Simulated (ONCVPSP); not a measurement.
**I: generating and testing an ONCV potential**

Aim: build the potential from the settings below, then test how well it stands in for the atom: other configurations, scattering, ghost states and the plane-wave cutoff that it needs.

The numbers are computed with ONCVPSP 4.0.1.1 (patched build) (PBE, scalar-relativistic, spin-unpolarised reference atom).

## (1) The atom and the settings

The settings as typed:

| Property | Result |
| --- | --- |
| element | iodine (I, Z = 53) |
| type | optimised norm-conserving Vanderbilt (ONCV) |
| frozen core | [Ar] 3d10 4s2 |
| valence charge | 23 |
| reference configuration | 4p6 4d10 5s2 5p5 |
| partial waves | 5s: rc 1.65 bohr, ncon 3, nbas 6, qcut 3.4 1/bohr, 2 projectors, debl 0.9 Ha; 4p+5p: rc 1.10 bohr, ncon 4, nbas 8, qcut 11 1/bohr, 2 projectors; 4d: rc 1.50 bohr, ncon 4, nbas 8, qcut 10 1/bohr, 3 projectors, debl 3.2 Ha |
| local potential | polynomial inside 0.80 bohr (lpopt 5, dvloc0 0 Ha) |
| core correction | Teter function, fcfact 3.25, rcfact 1.3 |

The outer shells as boxes (Hund's rule for the drawing; the calculation is spin-unpolarised):

```
[Ar] core
3d [↑↓][↑↓][↑↓][↑↓][↑↓]
4s [↑↓]
4p [↑↓][↑↓][↑↓]
4d [↑↓][↑↓][↑↓][↑↓][↑↓]
5s [↑↓]
5p [↑↓][↑↓][↑ ]
```

An earlier all-electron run gives the scale for the radii.

All-electron outer shells of the reference configuration (PBE, scalar-relativistic, ld1.x):

| shell | level (eV) | outermost node (bohr) | outermost maximum (bohr) |
| --- | --- | --- | --- |
| 3d | -605.97 | – | 0.23 |
| 4s | -180.60 | 0.37 | 0.68 |
| 4p | -127.57 | 0.37 | 0.72 |
| 4d | -50.28 | 0.35 | 0.78 |
| 5s | -17.41 | 0.88 | 1.70 |
| 5p | -7.09 | 0.96 | 2.02 |

## (2) The generation run

The input, I.dat:

```
# ATOM AND REFERENCE CONFIGURATION
# atsym  z   nc   nv     iexc    psfile
  I 53.00    7    4        4      upf
#
#   n    l    f
    1    0    2.00
    2    0    2.00
    2    1    6.00
    3    0    2.00
    3    1    6.00
    3    2   10.00
    4    0    2.00
    4    1    6.00
    4    2   10.00
    5    0    2.00
    5    1    5.00
#
# PSEUDOPOTENTIAL AND OPTIMIZATION
# lmax
    2
#
#   l,   rc,      ep,       ncon, nbas, qcut
    0    1.65    0.00    3    6    3.40
    1    1.10    0.00    4    8   11.00
    2    1.50    0.00    4    8   10.00
#
# LOCAL POTENTIAL
# lloc, lpopt,  rc(5),   dvloc0
    4    5    0.80    0.00
#
# VANDERBILT-KLEINMAN-BYLANDER PROJECTORs
# l, nproj, debl
    0    2    0.90
    1    2    2.20
    2    3    3.20
#
# MODEL CORE CHARGE
# icmod, fcfact, rcfact
    3    3.25    1.30
#
# LOG DERIVATIVE ANALYSIS
# epsh1, epsh2, depsh
   -6.00    5.00    0.04
#
# OUTPUT GRID
# rlmax, drl
    6.00    0.01
#
# TEST CONFIGURATIONS
# ncnf
    4
# nvcnf
#   n    l    f
    4
    4    1    6.00
    4    2   10.00
    5    0    2.00
    5    1    4.00
#
    4
    4    1    6.00
    4    2   10.00
    5    0    2.00
    5    1    3.00
#
    4
    4    1    6.00
    4    2   10.00
    5    0    2.00
    5    1    2.00
#
    4
    4    1    6.00
    4    2    9.00
    5    0    2.00
    5    1    5.00
#
```

Launch:

```console
$ oncvpsp.x < I.dat > I.out
```

Before running it: what results should come out? Wanted: cutoffs for 1 and 0.1 mHa per electron, occupied waves; bound ghosts; GHOST(+) flags; largest test error; largest phase difference near zero energy, channels read; rms error of d²Exc/dn², without and with the model core.

The runs gave:

| quantity | value |
| --- | --- |
| cutoffs for 1 and 0.1 mHa per electron, occupied waves | 47 Ha and 57 Ha |
| bound ghosts | s at -406.06 eV |
| GHOST(+) flags | s at 87 eV |
| largest test error (AE − PS) | +37 meV, for 4p6 4d9 5s2 5p5 |
| largest phase difference near zero energy, channels read | 0.000 rad |
| rms error of d²Exc/dn², without and with the model core | 2.58 and 1.28 mHa |

A bound ghost (s) makes it unfit for use: electrons can fall into a state that the atom doesn't have. The worst unpolarised test, 4p6 4d9 5s2 5p5, is off by 37 meV on 58.2 eV; by total energies transferability rates as fair. That test lies far up in energy; among those under 40 eV, nearer to bonding, the largest error is 8.7 meV. It counts as hard, with 47 Ha needed at the looser tolerance. At the looser tolerance the 4p wave is the slowest; 4d needs 40 Ha. Near zero energy the phases of the channels with partial waves agree within 0.001 rad. The program also flags highly localised states, GHOST(+) (s). These are tests on the free atom; a crystal test is still owed.
